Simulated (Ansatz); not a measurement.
Crystal: GdO.

```xyz
2
Lattice="2.8018 0.0000 0.0000 0.0000 2.8018 0.0000 0.0000 0.0000 2.8018" Properties=species:S:1:pos:R:3 pbc="T T T"
Gd    0.0000    0.0000    0.0000
O     1.4009    1.4009    1.4009
```

The cell comes from a database or a generator and needn't be the stable form of this composition.

Base run:

```yaml
Program: Ansatz 0.2.0
Functional: r2SCAN
Potentials_or_basis: Ansatz PAW
Cutoff: "500 eV (not typed: the program's choice for these potentials)"
k_mesh: 9 × 9 × 9
Occupations: fermi-dirac, width 0.05 eV
Spin: collinear spin, ferromagnetic start
Starting_moments: "[7.0, 0.0] μB"
Hubbard_terms: Gd f U = 5 eV
```

Its results: band gap on the k mesh none (metal or under the smearing width); pressure 53.2 GPa; net moment 7.60 μB per cell; site moments Gd +7.18; O -0.01 μB.

Q: After a change of settings the same cell gave: band gap on the k mesh none (metal or under the smearing width); pressure 52.2 GPa; net moment 7.59 μB per cell; site moments Gd +7.17; O -0.01 μB. Which change was it?
A. hubbard terms from Gd f U = 5 eV to Gd f U = 1 eV
B. hubbard terms from Gd f U = 5 eV to none; hubbard projectors from ortho-atomic (the default) to none
C. hubbard terms from Gd f U = 5 eV to Gd f U = 3 eV

A: C.

Caveats: the magnetic or orbital state may not be the lowest; a pressure of tens of GPa on the cell as given is suspect, and the run, the potentials or the cell itself is likely at fault; spin-orbit coupling is left out, which moves the levels of the heavy elements; a cell with one magnetic atom can't hold antiferromagnetic order, which such compounds often take; the PAW data sets come from PBE, with cores solved anew for the run's functional, which leaves a small shift of forces and pressure.

Runs at the PBE level aren't shown here.
